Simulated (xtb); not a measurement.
# GFN2-xTB (hydrogen mass 1 u, md dump 20 fs, md temperature 300 K, md time 0.2 ps) run of AlNH2BrF (SMILES [NH2][Al]([F])[Br])

We compute a short trajectory of AlNH2BrF. 

Program for the calculation: xtb 6.7.1.

4 further runs of the same task are left out: 1 that didn't finish, 3 set aside as unsound or not needed.

### 1 The structure to begin with

The species is AlNH2BrF (6 atoms), meant as a singlet with charge 0. As SMILES, `[NH2][Al]([F])[Br]`. The shape was relaxed beforehand at GFN2-xTB. The run starts from this shape.

Bond lengths: N1–Al2 1.764 Å, Al2–F3 1.645 Å, Al2–Br4 2.239 Å, N1–H5 1.010 Å, N1–H6 1.010 Å. Angles: N1–Al2–F3 120.6°, N1–Al2–Br4 120.3°, F3–Al2–Br4 119.1°, Al2–N1–H5 124.4°, Al2–N1–H6 126.3°, H5–N1–H6 109.3°.

### 2 Molecular dynamics at GFN2-xTB (hydrogen mass 1 u, md dump 20 fs, md temperature 300 K, md time 0.2 ps)

Input file input.inp:

```
$md
   temp=300
   time=0.2
   step=0.1
   dump=20
   hmass=1
   shake=0
   nvt=false
$end
```

Input file input.xyz:

```xyz
6
start
N     -0.20171     0.98574    -0.04438
Al     0.25540    -0.71010     0.12184
F      1.40271    -1.16473     1.20996
Br    -0.72097    -2.27370    -1.14839
H      0.19765     1.74000     0.49544
H     -0.89108     1.35878    -0.68056
```

The run is started by

```console
$ xtb input.xyz --gfn 2 --input input.inp --md -P 1 > run.log
```

Q: Predict the results. Wanted: potential energy of the last frame.

Answer, from the run:

Level: GFN2-xTB (hydrogen mass 1 u, md dump 20 fs, md temperature 300 K, md time 0.2 ps).

| quantity | value |
| --- | --- |
| potential energy of the last frame | -13.98576 Eh |
